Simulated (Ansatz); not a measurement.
# BF2H3Si: molecular dynamics

Aim: follow the molecule's vibrations and see whether its bonds hold. The start is relaxed first. Runs: 40 steps of 2 fs under a Langevin thermostat at 1000 K. SMILES of the start: FB(F)[SiH3].

All numbers below are computed with Ansatz 0.2.0 (RKS B3LYP/def2-SVP).

### Step 1. The system as given

Bond lengths: F1–B2 1.493 Å, B2–F3 1.450 Å, B2–Si4 1.911 Å, Si4–H5 1.418 Å, Si4–H6 1.528 Å, Si4–H7 1.488 Å. Angles: F1–B2–F3 119.6°, F1–B2–Si4 119.5°, F3–B2–Si4 120.9°, B2–Si4–H5 113.8°, B2–Si4–H6 108.9°, B2–Si4–H7 108.9°, H5–Si4–H6 109.5°, H5–Si4–H7 109.4°, H6–Si4–H7 106.0°.

Coordinates:

```xyz
7

F     2.0380   -0.6368    0.7803
B     0.5679   -0.7726    0.5592
F    -0.1273   -1.9377    1.0696
Si   -0.3646    0.5732   -0.4267
H     0.4630    1.6388   -0.8638
H    -1.4953    1.1262    0.4393
H    -1.0204   -0.0591   -1.6035
```

### Step 2. Preparing the start

The input, input.yaml:

```yaml
crystal:
  periodic: [false, false, false]
  atoms:
    - { symbol: F, position_ang: [2.038, -0.6368, 0.7803] }
    - { symbol: B, position_ang: [0.5679, -0.7726, 0.5592] }
    - { symbol: F, position_ang: [-0.1273, -1.9377, 1.0696] }
    - { symbol: Si, position_ang: [-0.3646, 0.5732, -0.4267] }
    - { symbol: H, position_ang: [0.463, 1.6388, -0.8638] }
    - { symbol: H, position_ang: [-1.4953, 1.1262, 0.4393] }
    - { symbol: H, position_ang: [-1.0204, -0.0591, -1.6035] }
basis:
  gaussian: { orbitals: def2-SVP }
hamiltonian:
  xc: b3lyp
relax:
  f_tol: 0.02
  max_steps: 40
```

The run is started by

```
$ ansatz run input.yaml --threads 1 --pin off --max-ram 2048MiB --backend cpu --events-out ev --progress --plain --runs-dir out
```

The log of the run (excerpt; [...] marks lines left out):

```text
Warning: RAYON_NUM_THREADS=1 ignored (pool sized by the plan → 1); use --threads N
[...]
Functional definition: B3LYP
[...]
780 factors; integrals over basis functions are off by at most 3.0e-4 eV
[...]
mean field -14031.76712263 eV, -515.6579306833 hartree, gradient 2.6e-5 eV, S^2 0.000000; 0 other end points of the search recorded, 0 dependent functions left out
[...]
reference -14031.76733926 eV, -515.6579386444 hartree; 20, 20 occupied and 55, 55 virtual orbitals, 780 factors
relax step   1: F+E_penalty+E_count = -14031.76712263 eV  Δ(F+E_penalty+E_count) = +0.000e0 eV  max|allowed force component| = 4.710e0 eV/Å  Δτ_max = 0.0000 Å  (24 SCF iters, accepted)
[...]
relax step   7: F+E_penalty+E_count = -14032.76861188 eV  Δ(F+E_penalty+E_count) = -6.492e-4 eV  max|allowed force component| = 2.712e-2 eV/Å  Δτ_max = 0.0086 Å  (23 SCF iters, accepted)
[...]
relax step   8: F+E_penalty+E_count = -14032.76872171 eV  Δ(F+E_penalty+E_count) = -1.098e-4 eV  max|allowed force component| = 4.307e-3 eV/Å  Δτ_max = 0.0065 Å  (21 SCF iters, accepted)
780 factors; integrals over basis functions are off by at most 4.4e-4 eV
[...]
mean field -14032.76872171 eV, -515.6947387705 hartree, gradient 1.8e-5 eV, S^2 0.000000; 1 other end points of the search recorded, 0 dependent functions left out
[...]
reference -14032.76893692 eV, -515.6947466796 hartree; 20, 20 occupied and 55, 55 virtual orbitals, 780 factors
Total energy: -14032.76893692 eV, -515.6947466796 hartree
Atom 0 at     1.923464    -0.739996     0.819067 Å, force     0.000372     0.000237     0.000133 eV/Å
Atom 1 at     0.623604    -0.825736     0.594040 Å, force    -0.004307    -0.003770     0.000833 eV/Å
Atom 2 at     0.015445    -1.895283     1.081585 Å, force     0.002923     0.003642    -0.001303 eV/Å
Atom 3 at    -0.417953     0.589843    -0.442018 Å, force     0.003814     0.000476     0.000637 eV/Å
Atom 4 at     0.471483     1.700314    -0.886036 Å, force    -0.000832    -0.000688     0.000197 eV/Å
Atom 5 at    -1.500709     1.142544     0.425350 Å, force    -0.000736    -0.000577    -0.001252 eV/Å
Atom 6 at    -1.054034    -0.039686    -1.637587 Å, force    -0.001233     0.000680     0.000755 eV/Å
Dipole moment:    -0.073790     0.106093    -0.076630 e Å
```

Wall time 21 s (1 thread of Arm Neoverse V2, shared host); peak memory 0.15 GiB.

Relaxation path:

| step | energy from step 1 (eV) | largest force component (eV/Å) |
| --- | --- | --- |
| 1 | 0.0000 | 4.7099 |
| 2 | -0.7961 | 2.5798 |
| 3 | -0.8767 | 1.7117 |
| 4 | -0.9939 | 0.3070 |
| 5 | -0.9996 | 0.1203 |
| 6 | -1.0008 | 0.0766 |
| 7 | -1.0015 | 0.0271 |
| 8 | -1.0016 | 0.0043 |

Step 1 is the start.

After: Bond lengths: F1–B2 1.322 Å, B2–F3 1.323 Å, B2–Si4 2.040 Å, Si4–H5 1.490 Å, Si4–H6 1.493 Å, Si4–H7 1.493 Å. Angles: F1–B2–F3 116.2°, F1–B2–Si4 122.9°, F3–B2–Si4 120.9°, B2–Si4–H5 111.3°, B2–Si4–H6 109.4°, B2–Si4–H7 109.4°, H5–Si4–H6 109.3°, H5–Si4–H7 109.3°, H6–Si4–H7 108.2°.

### Step 3. Dynamics

40 steps of 2 fs under a Langevin thermostat at 1000 K, from the relaxed start.

The input, input.yaml:

```yaml
crystal:
  periodic: [false, false, false]
  atoms:
    - { symbol: F, position_ang: [1.923464, -0.739996, 0.819067] }
    - { symbol: B, position_ang: [0.623604, -0.825736, 0.59404] }
    - { symbol: F, position_ang: [0.015445, -1.895283, 1.081585] }
    - { symbol: Si, position_ang: [-0.417953, 0.589843, -0.442018] }
    - { symbol: H, position_ang: [0.471483, 1.700314, -0.886036] }
    - { symbol: H, position_ang: [-1.500709, 1.142544, 0.42535] }
    - { symbol: H, position_ang: [-1.054034, -0.039686, -1.637587] }
basis:
  gaussian: { orbitals: def2-SVP }
hamiltonian:
  xc: b3lyp
md:
  timestep: 2.0
  n_steps: 40
  ensemble: nvt_langevin
  temperature: 1000.0
  initial_velocities: maxwell_boltzmann
  seed: 219495
  friction: 0.01
```

The run is started by

```
$ ansatz run input.yaml --threads 1 --pin off --max-ram 2048MiB --backend cpu --events-out ev --progress --plain --runs-dir out
```

The log of the run (excerpt; [...] marks lines left out):

```text
Warning: RAYON_NUM_THREADS=1 ignored (pool sized by the plan → 1); use --threads N
[...]
Functional definition: B3LYP
[...]
787 factors; integrals over basis functions are off by at most 3.9e-4 eV
[...]
mean field -14032.76872550 eV, -515.6947389100 hartree, gradient 4.2e-5 eV, S^2 0.000000; 0 other end points of the search recorded, 0 dependent functions left out
[...]
reference -14032.76894067 eV, -515.6947468172 hartree; 20, 20 occupied and 55, 55 virtual orbitals, 787 factors
md step     0: t =     0.00 fs  T =   857.1 K  F+E_penalty+E_count = -14032.76872550 eV  E_kin = 0.775560 eV  (24 SCF iters)
[...]
md step    10: t =    20.00 fs  T =   770.8 K  F+E_penalty+E_count = -14032.57626285 eV  E_kin = 0.697461 eV  (28 SCF iters)
[...]
md step    20: t =    40.00 fs  T =   679.0 K  F+E_penalty+E_count = -14032.34962634 eV  E_kin = 0.614387 eV  (29 SCF iters)
[...]
md step    39: t =    78.00 fs  T =   660.0 K  F+E_penalty+E_count = -14032.06594434 eV  E_kin = 0.597173 eV  (28 SCF iters)
[...]
md step    40: t =    80.00 fs  T =   721.3 K  F+E_penalty+E_count = -14032.09920513 eV  E_kin = 0.652688 eV  (24 SCF iters)
Total energy: -14032.09942623 eV, -515.6701426152 hartree
Atom 0 at     1.665621    -0.992584     1.189160 Å, force     1.739989    -0.711449     1.051028 eV/Å
Atom 1 at     0.404924    -0.832351     1.061997 Å, force    -2.271823     1.019568    -2.655524 eV/Å
Atom 2 at    -0.476497    -1.819592     1.132319 Å, force     0.490946    -0.551575     0.975340 eV/Å
Atom 3 at    -0.357325     0.671241    -0.151259 Å, force     1.737133     1.389389     0.736686 eV/Å
Atom 4 at     0.038211     2.076275     0.267322 Å, force    -0.324393    -0.269866     0.416547 eV/Å
Atom 5 at    -1.813279     0.583675    -0.072244 Å, force    -0.546800    -0.086708    -0.596976 eV/Å
Atom 6 at     0.479854     0.826079    -1.428192 Å, force    -0.825053    -0.789360     0.072899 eV/Å
Dipole moment:    -0.032512    -0.013482     0.045929 e Å
```

Run time: 89 s. Hardware: 1 thread of Arm Neoverse V2, shared host; peak memory 0.14 GiB.

### Step 4. What the atoms did

The trajectory, every 3 steps (energies from step 0):

| time (fs) | T (K) | potential energy change (meV/atom) |
| --- | --- | --- |
| 0.0 | 857 | 0.0 |
| 6.0 | 424 | 59.6 |
| 12.0 | 456 | 78.6 |
| 18.0 | 797 | 15.8 |
| 24.0 | 546 | 64.4 |
| 30.0 | 458 | 67.0 |
| 36.0 | 731 | 43.3 |
| 42.0 | 500 | 82.8 |
| 48.0 | 685 | 95.3 |
| 54.0 | 1179 | 41.9 |
| 60.0 | 972 | 80.2 |
| 66.0 | 873 | 87.9 |
| 72.0 | 1028 | 58.1 |
| 78.0 | 660 | 100.4 |
| 80.0 | 721 | 95.6 |

time (fs), T (K) and a bar:
```
      0.0        857 ####################
      4.0        602 ###########
      6.0        424 #####
     10.0        269 
     14.0        552 #########
     18.0        797 ##################
     20.0        771 #################
     24.0        546 #########
     28.0        428 #####
     32.0        563 ##########
     34.0        682 ##############
     38.0        773 #################
     42.0        500 ########
     46.0        637 ############
     48.0        685 ##############
     52.0       1147 #############################
     56.0        976 ########################
     60.0        972 #######################
     62.0        899 #####################
     66.0        873 ####################
     70.0        988 ########################
     74.0       1169 ##############################
     76.0        933 ######################
     80.0        721 ###############
```

### Step 5. Frames from the trajectory

Positions (Å) and forces (eV/Å):

```xyz
7
time_fs=10.0 T=269 dE=0.6312
F     1.914   -0.751    0.848   -0.786   -0.171   -0.042
B     0.603   -0.835    0.582    1.334   -0.041   -0.037
F    -0.036   -1.899    1.035    0.044    0.201   -0.047
Si   -0.375    0.596   -0.445   -1.125    1.995   -0.759
H     0.157    1.954   -1.044    0.320   -0.810    1.358
H    -1.548    0.952    0.562    0.711   -0.305   -1.132
H    -0.739    0.294   -1.892   -0.498   -0.869    0.658
7
time_fs=20.0 T=771 dE=0.1925
F     1.875   -0.759    0.891    0.107   -0.054    0.008
B     0.596   -0.834    0.559    0.397    0.797   -0.382
F    -0.060   -1.871    1.009   -0.354   -0.600    0.162
Si   -0.377    0.656   -0.471   -0.477   -1.768   -0.022
H     0.330    1.907   -0.365    0.432    0.845   -0.337
H    -1.615    0.700    0.296   -0.651    0.370    0.443
H    -0.895    0.148   -1.805    0.547    0.411    0.127
7
time_fs=30.0 T=458 dE=0.4690
F     1.875   -0.777    0.970   -0.681    0.429   -0.673
B     0.603   -0.791    0.533    0.264   -1.444    1.092
F    -0.076   -1.834    1.038    0.123    0.470   -0.478
Si   -0.353    0.683   -0.475   -0.529    0.021    1.493
H     0.514    1.789    0.093   -0.292    0.266   -1.018
H    -1.716    0.842    0.179    0.435   -0.032    0.080
H    -0.823    0.394   -1.845    0.680    0.290   -0.496
7
time_fs=40.0 T=679 dE=0.4191
F     1.843   -0.807    1.046   -0.472    0.225   -1.016
B     0.605   -0.846    0.519    0.835    0.123    1.627
F    -0.120   -1.791    1.077   -0.519   -0.571   -0.333
Si   -0.321    0.683   -0.417    0.268    2.058    0.445
H     0.503    1.980   -0.138   -0.397   -0.859    0.158
H    -1.677    0.958    0.304    0.752   -0.441   -0.790
H    -0.269    0.804   -1.901   -0.466   -0.536   -0.090
7
time_fs=50.0 T=929 dE=0.5468
F     1.788   -0.847    1.063    2.681   -0.243    0.560
B     0.609   -0.894    0.594   -2.295    1.593   -0.371
F    -0.204   -1.777    1.117   -0.411   -0.990   -0.007
Si   -0.287    0.719   -0.340    2.232   -0.701   -2.137
H     0.392    1.980   -0.133    0.275    0.794    0.925
H    -1.621    0.635    0.074   -1.965    0.195    0.403
H    -0.076    0.831   -1.872   -0.516   -0.648    0.626
7
time_fs=60.0 T=972 dE=0.5615
F     1.817   -0.878    1.086   -1.032   -0.591   -0.142
B     0.528   -0.856    0.709   -0.488   -0.568    1.002
F    -0.344   -1.827    1.150    1.846    1.154   -0.624
Si   -0.255    0.741   -0.269   -1.794   -1.268    0.715
H     0.178    2.007    0.417   -0.091   -0.042   -0.634
H    -1.771    0.393   -0.148    0.744    0.733    0.454
H    -0.288    0.431   -1.699    0.815    0.583   -0.771
7
time_fs=70.0 T=988 dE=0.4664
F     1.779   -0.914    1.124   -2.064   -0.584    0.422
B     0.427   -0.836    0.923    0.664   -0.638   -1.206
F    -0.447   -1.851    1.145    1.752    0.900    0.415
Si   -0.284    0.698   -0.216   -1.881    0.248    0.812
H    -0.007    2.014    0.523    0.161   -0.398   -0.769
H    -1.845    0.523   -0.074    1.127    0.215   -0.256
H     0.005    0.567   -1.702    0.240    0.258    0.583
7
time_fs=80.0 T=721 dE=0.6695
F     1.666   -0.993    1.189    1.740   -0.711    1.051
B     0.405   -0.832    1.062   -2.272    1.020   -2.655
F    -0.476   -1.820    1.132    0.491   -0.552    0.975
Si   -0.357    0.671   -0.151    1.737    1.389    0.737
H     0.038    2.076    0.267   -0.324   -0.270    0.416
H    -1.813    0.584   -0.072   -0.547   -0.087   -0.597
H     0.480    0.826   -1.428   -0.825   -0.789    0.073
```

### Step 6. What came out

| quantity | value |
| --- | --- |
| relaxation of the start | 7 moves, 1.002 eV lower |
| length | 40 steps of 2 fs |
| temperature, first and last step | 857 and 721 K |
| temperature, second half | mean 870 K, from 500 to 1179 K |
| potential energy, second half | +77 meV/atom from the start |
| bonds formed or broken | 0 |

**Reading.** Against a set 1000 K the second half averages 870 K with a spread of 190 K; 77 meV/atom has gone into potential energy, and a thermostat that acts over some 100 fs has not made it up in 80 fs. A step of 2 fs is long for atoms as light as 1 u, and this run prints no conserved energy by which to check it. The bonding pattern survives the run. 80 fs on 7 atoms is far too short and small for converged averages. The nuclei move classically, without zero-point motion, which matters most for hydrogen.
